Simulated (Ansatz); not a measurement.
# SiH2Br (doublet): wave-function methods side by side at distance Br1–H2 along a hydrogen transfer = 1.470 Å, cc-pVTZ

The task here is to estimate one member of a computed series from the others.

The runs use Ansatz 0.2.0, Gaussian basis; cc-pVTZ, core rule «outside noble gas», up to 19 orbitals frozen.

To be run: UHF; CCSD(T) on ROHF; CCSD(T) on UHF; BCCD(T) on ROHF; CCSDT(Q) on ROHF; CCSDT(Q) on UHF; CASSCF and NEVPT2, 3 electrons in 3 orbitals; CASSCF and NEVPT2, 13 electrons in 10 orbitals.

## The system

The geometry derives from fragments relaxed apart (PBE0/def2-TZVP) and kept rigid, so it is no stationary point. A hydrogen atom is moved between rigid fragments. No spin-orbit coupling is included. The filled d shell of Br may be among the frozen orbitals whatever the setting's name suggests; the logs give the count.

4 atoms, charge 0, spin multiplicity 2.

Atoms are counted from 1 here; the program's logs count them from 0.

Bond lengths: Br1–H2 1.470 Å, Si3–H4 1.532 Å.

The first run:

File in.yaml:

```yaml
crystal:
  periodic: [false, false, false]
  atoms:
    - {symbol: Br, position_ang: [-2.070109, 0.369878, 0.000000]}
    - {symbol: H, position_ang: [-0.600109, 0.369878, 0.000000]}
    - {symbol: Si, position_ang: [1.136891, 0.369878, 0.000000]}
    - {symbol: H, position_ang: [1.533326, -1.109635, 0.000000]}
basis:
  gaussian: {orbitals: cc-pVTZ}
magnetization: {spin_polarized: true, initial_magnetization: 1}
hamiltonian: {xc: hf}
output: {orbitals: {seedname: orbitals}}
```

On the command line:

```sh
> ansatz run in.yaml --threads 1 --pin off --events-out ev --progress --plain --max-ram 2816MiB --backend cpu
```

Among the steps run: UHF; CCSD(T) on ROHF; CCSD(T) on UHF; BCCD(T) on ROHF; CCSDT(Q) on ROHF; CCSDT(Q) on UHF; CASSCF and NEVPT2, 3 electrons in 3 orbitals; CASSCF and NEVPT2, 13 electrons in 10 orbitals.

One table of the session follows, with a row left open; its other results are not shown here.

| method | from UCCSDT(Q) (meV) |
| --- | --- |
| ROHF | +8985.0 |
| UHF | +8764.3 |
| RMP2 | +1391.8 |
| UMP2 | +1453.2 |
| RCCSD | +382.8 |
| UCCSD | +374.4 |
| RCCSD(T) | +50.9 |
| UCCSD(T) | +52.3 |
| BCCD(T) | +51.8 |
| RCCSDT | +16.5 |
| UCCSDT | +15.1 |
| RCCSDT(Q) | ? |
| UCCSDT(Q) | 0 |
| CASSCF pair | +8481.1 |
| NEVPT2 pair | +1362.3 |
| CASSCF valence | +7510.9 |
| NEVPT2 valence | +1812.9 |

**Question.** Estimate the row for RCCSDT(Q).

The run gave: from UCCSDT(Q) (meV): +1.6. In the column «from UCCSDT(Q) (meV)» it lies between UCCSDT(Q) (0) and UCCSDT (+15.1).

Some runs used a GPU and others CPU threads alone; cost is compared among the GPU runs only.

Among the levels timed on like hardware and quicker than the yardstick, those that no quicker one beats, quickest first: NEVPT2 valence (5.5 s, +1812.9 meV); NEVPT2 pair (6.5 s, +1362.3 meV); BCCD(T) (12 s, +51.8 meV); RCCSD(T) (12 s, +50.9 meV).

Limits of these values: Of the multireference levels listed NEVPT2 pair comes nearest in total energy (+1362.3 meV), which doesn't show that its space is the better one. Restricted and unrestricted rows rest on different reference determinants; where their highest levels disagree by more than a few hundredths of an eV, they describe different states and don't form one ladder.
